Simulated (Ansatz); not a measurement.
# ZrN+ (quintet): wave-function methods side by side, def2-QZVPP

An exercise on one series of results from a longer session: the logs are not shown, and one member is left open.

The runs use Ansatz 0.2.0, Gaussian basis; def2-QZVPP, core rule «outside noble gas», up to 5 orbitals frozen.

Plan: UHF; ROHF; CCSD(T) on UHF.

2 further runs of the same task are left out: 2 set aside as unsound or not needed. Runs told in other sessions of the task aren't counted.

**The system**

The geometry is a PBE0/def2-TZVP stationary point (not a proven minimum) of the parent state, kept for this charge and spin. No spin-orbit coupling is included. Elements past krypton take def2 core potentials.

2 atoms, charge 1, spin multiplicity 5.

Atoms are counted from 1 here; the program's logs count them from 0.

Bond lengths: Zr1–N2 1.735 Å.

Geometry (Å):

```
Zr    0.00000    0.00000    0.00000
N     0.00000    0.00000    1.73500
```

Set-up of the first run:

File in.yaml:

```yaml
crystal:
  periodic: [false, false, false]
  atoms:
    - {symbol: Zr, position_ang: [0.000000, 0.000000, 0.000000]}
    - {symbol: N, position_ang: [0.000000, 0.000000, 1.735000]}
basis:
  gaussian: {orbitals: "def2-QZVPP.json"}
total_charge: 1
magnetization: {spin_polarized: true, initial_magnetization: 4}
hamiltonian: {xc: hf}
output: {orbitals: {seedname: orbitals}}
```

Command:

```
$ ansatz run in.yaml --threads 1 --pin off --events-out ev --progress --plain --max-ram 4096MiB --backend cpu
```

Among the steps run: UHF; ROHF; CCSD(T) on UHF.

One table of the session follows, with a row left open; its other results are not shown here.

| method | from UCCSD(T) (kJ/mol) |
| --- | --- |
| ROHF | +568.9 |
| UHF | ? |
| UMP2 | +66.8 |
| UCCSD | +24.5 |
| UCCSD(T) | 0 |

Q: Estimate the row for UHF from the others.

The run gave: from UCCSD(T) (kJ/mol): +544.6. In the column «from UCCSD(T) (kJ/mol)» it lies between UMP2 (+66.8) and ROHF (+568.9).
